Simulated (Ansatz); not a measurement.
In3Se:

```
In Se
1.0
     4.80376    0.00000    0.00000
     0.00000    4.80376    0.00000
     0.00000    0.00000    4.80376
In Se
3 1
Direct
  0.50000 0.50000 0.00000
  0.50000 0.00000 0.50000
  0.00000 0.50000 0.50000
  0.00000 0.00000 0.00000
```

The cell comes from a database or a generator and needn't be the stable form of this composition.

Base run:

| Quantity | Value |
| --- | --- |
| Program | Ansatz 0.2.0 |
| Functional | PBEsol |
| Potentials or basis | all-electron LAPW, scalar-relativistic |
| Cutoff | 160 eV |
| Density cutoff | 640 eV |
| Basis error allowed | 0.001 eV/atom |
| k mesh | 6 × 6 × 6 |
| Occupations | fermi-dirac, width 0.05 eV |
| Spin | no spin polarisation |

Its results: pressure -2.9 GPa.

The run is repeated on the same cell with these changes: functional from PBEsol to PBE; basis error allowed from 0.001 eV/atom to 0.002 eV/atom. What comes out?

Pressure -0.3 GPa.

Not every run made on this cell is shown here.
